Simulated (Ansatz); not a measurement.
I need a relaxed scan of one distance of H2IIn, SMILES [InH2][I]. Use Ansatz 0.2.0 through its Python package. Level of theory (for the species named): PBE0, def2-SVP basis, multiplicity 1.

```xyz
4

In   -0.2283   -0.0265   -0.0785
I     2.2856    0.2652    0.7869
H    -1.0800   -1.4718    0.2519
H    -0.9773    1.2331   -0.9602
```

`h2iin.py`:
```python
# -*- coding: utf-8 -*-
"""Relaxed scan of one distance in H2IIn."""

import ansatz
import numpy as np

BASIS = "def2-SVP"
XC = "PBE0"

geometry = (
    ansatz.Crystal.molecule()
    .atom("In", [-0.22831, -0.02653, -0.07848])
    .atom("I", [2.28562, 0.26524, 0.78685])
    .atom("H", [-1.07998, -1.47178, 0.25185])
    .atom("H", [-0.97734, 1.23307, -0.96021])
)

setup = geometry.calculation().basis(gaussian=BASIS).functional(XC)
symbols = [site.symbol for site in geometry.cartesian_sites]
pairs = [(0, 1), (0, 2), (0, 3)]
print("held (A)   E (eV)        ", "  ".join(f"{symbols[i]}{i}-{symbols[j]}{j}" for i, j in pairs))
for length in [2.46, 2.67, 2.89, 3.21, 3.61]:
    rep = setup.relax(constraints=[ansatz.DistanceConstraint((0, 1), at=length)], force_tolerance=0.02, max_steps=60).run(threads=1).report
    xyz = np.array(rep["positions_ang"])
    print(f"{length:6.2f} {rep['free_energy_ev']:14.5f}  ", "  ".join(f"{np.linalg.norm(xyz[i] - xyz[j]):.3f}" for i, j in pairs))
```

```console
$ python h2iin.py
held (A)   E (eV)         In0-I1  In0-H2  In0-H3
DeckWarning: relax.constraints: the input's atoms, or those drawn, lie off the distances that are held; a relaxation that starts there is brought onto them ahead of its first SCF, by positions alone, an atom by 1.07e-1 Å at the most. With the symmetry detection on, the symmetry is detected on the input's atoms as so brought (as typed, where only the drawn atoms reach the distances), and notices that speak of the structure as typed mean those atoms
  2.46   -13307.91041   2.460  1.724  1.724
  2.67   -13308.23536   2.670  1.719  1.719
  2.89   -13308.10109   2.890  1.712  1.712
  3.21   -13307.57368   3.210  1.704  1.704
  3.61   -13306.81764   3.610  1.699  1.699
```
(Warnings from the package without file and line, repeats left out.)

Notes:
- Total energies depend on the basis set; only differences at equal settings carry meaning.
- The energies are electronic: no zero-point or thermal terms, and the basis set is short of its limit.
- def2 sets replace the cores of elements past krypton by effective core potentials.
- The whole script took 78 s on 1 thread of Arm Neoverse V1, on a shared host, peak memory 0.21 GiB.
